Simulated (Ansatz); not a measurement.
This script drives Ansatz 0.2.0, Python API.

The script, `c2h8sisn_spin.py`:
```python
"""Gap between spin states of C2H8SiSn at one geometry."""

import ansatz

BASIS_SET = "def2-SVP"
FUNCTIONAL = "PBE0"

c2h8sisn = (
    ansatz.Crystal.molecule()
    .atom("C", [-0.8026, 1.0833, -0.5387])
    .atom("C", [-0.3579, 0.1439, 0.5016])
    .atom("Si", [1.4295, 0.154, 0.7075])
    .atom("Sn", [0.1772, -1.7705, -0.3032])
    .atom("H", [-0.789, 2.1559, -0.1708])
    .atom("H", [-0.2517, 1.0774, -1.4851])
    .atom("H", [-1.8829, 0.9016, -0.7883])
    .atom("H", [-0.8922, 0.1509, 1.4441])
    .atom("H", [1.9262, -0.1192, 2.1298])
    .atom("H", [2.2185, 0.9138, -0.2635])
    .atom("H", [-0.1956, -1.7527, -2.005])
    .atom("H", [-0.5025, -2.9936, 0.8055])
)

calc = (
    c2h8sisn.calculation()
    .basis(gaussian=BASIS_SET)
    .functional(FUNCTIONAL)
)
found = {}
for unpaired in [0, 2]:
    r = calc.spin("collinear", total=unpaired).run(threads=1, pin="off").report
    s = unpaired / 2
    found[unpaired] = r["free_energy_ev"]
    print(f"2S+1 = {unpaired + 1}: E = {found[unpaired]:.5f} eV, <S^2> = {abs(r['mean_field']['state']['spin_squared']):.3f} (pure state {s * (s + 1):.2f})")
lowest = min(found, key=found.get)
for unpaired, e in found.items():
    print(f"multiplicity {unpaired + 1}: {96.485332 * (e - found[lowest]):.1f} kJ/mol above the lowest")
```

It is started by `python c2h8sisn_spin.py`. How long does it take on 1 thread of Arm Neoverse V1, with other jobs on the host, and how much memory does it need?

It took about 22 s, with a peak of 0.42 GiB, for 2 runs of the engine.

`python c2h8sisn_spin.py` gives:
```text
2S+1 = 1: E = -15901.31457 eV, <S^2> = 0.000 (pure state 0.00)
2S+1 = 3: E = -15898.50008 eV, <S^2> = 2.007 (pure state 2.00)
multiplicity 1: 0.0 kJ/mol above the lowest
multiplicity 3: 271.6 kJ/mol above the lowest
```

In order: multiplicity 1 (+0.00 eV) and multiplicity 3 (+2.81 eV), all at the one geometry.

Total energies depend on the basis set; only differences at equal settings carry meaning. The geometry is a force-field or estimated start, not a minimum of this method, and the basis set is short of its limit. All parts are taken at fixed geometry, without zero-point energy. def2 sets replace the cores of elements past krypton by effective core potentials. Spin-orbit coupling, which mixes and shifts the spin states of heavy atoms, is left out.

(Lines on the test bed's own set-up are left out of the output.)
